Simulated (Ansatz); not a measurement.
I need a single point in a Gaussian basis of BZn. Use Ansatz 0.2.0 through its Python package. Settings: PBE, def2-TZVP basis, multiplicity 2, D3BJ dispersion.

```yaml
atoms:
  - { symbol: Zn, position_ang: [0.0000, 0.0000, 0.0000] }
  - { symbol: B, position_ang: [0.0000, 0.0000, 2.0050] }
```

`energy_bzn.py`
```python
"""Electronic structure of the BZn molecule."""

from dataclasses import dataclass
import sys

import ansatz as az


@dataclass
class Settings:
    basis_set: str = "def2-TZVP"
    xc: str = "PBE"
    vdw: str = "d3bj"


cfg = Settings()

GEOMETRY = """
Zn    0.00000    0.00000    0.00000
B     0.00000    0.00000    2.00500
"""


def main() -> None:
    mol = az.Crystal.molecule()
    for line in GEOMETRY.strip().splitlines():
        symbol, *xyz = line.split()
        mol = mol.atom(symbol, [float(v) for v in xyz])

    job = (
        mol.calculation()
        .basis(gaussian=cfg.basis_set)
        .functional(cfg.xc, dispersion=cfg.vdw)
        .spin("collinear", total=1)
    )
    print(job.to_yaml())
    try:
        report = job.run().report
    except az.AnsatzError as error:
        sys.exit(f"{type(error).__name__}: {error}")

    print("reference energy %16.6f eV" % report["reference_energy_ev"])
    print("total energy     %16.6f eV" % report["free_energy_ev"])
    print("occupied orbitals outside the frozen core (up, down):", report["n_occupied"], " frozen:", report["n_frozen"], " virtual:", report["n_virtual"])

    state = report["mean_field"]["state"]
    print(f"mean field: {state['energy']['hartree']:.7f} Ha, <S^2> = {abs(state['spin_squared']):.4f}, stability: {state.get('stability', {}).get('kind')}")


if __name__ == "__main__":
    main()
```

`python energy_bzn.py` gives:
```text
crystal:
  periodic: [false, false, false]
  atoms:
    - { symbol: Zn, position_ang: [0.0, 0.0, 0.0] }
    - { symbol: B, position_ang: [0.0, 0.0, 2.005] }
basis:
  gaussian:
    orbitals: def2-TZVP
hamiltonian:
  xc: pbe
  dispersion: d3bj
magnetization:
  spin_polarized: true
  initial_magnetization: 1.0

reference energy    -49082.901610 eV
total energy        -49082.932697 eV
occupied orbitals outside the frozen core (up, down): [18, 17]  frozen: 0  virtual: [61, 62]
mean field: -1803.7633646 Ha, <S^2> = 0.7567, stability: minimum
```

Notes:
- Total energies depend on the basis set; only differences at equal settings carry meaning.
- The geometry is a force-field or estimated start, not a minimum of this method, and the basis set is short of its limit.
- The run takes the species as open-shell (spin multiplicity 2), which needn't be its ground state.
- Total less reference energy is the dispersion correction.
- The spin state was assumed, and another may lie lower.
- Run time: 8 s on 1 thread of Arm Neoverse V2, with other jobs on the host, peak memory 0.21 GiB.
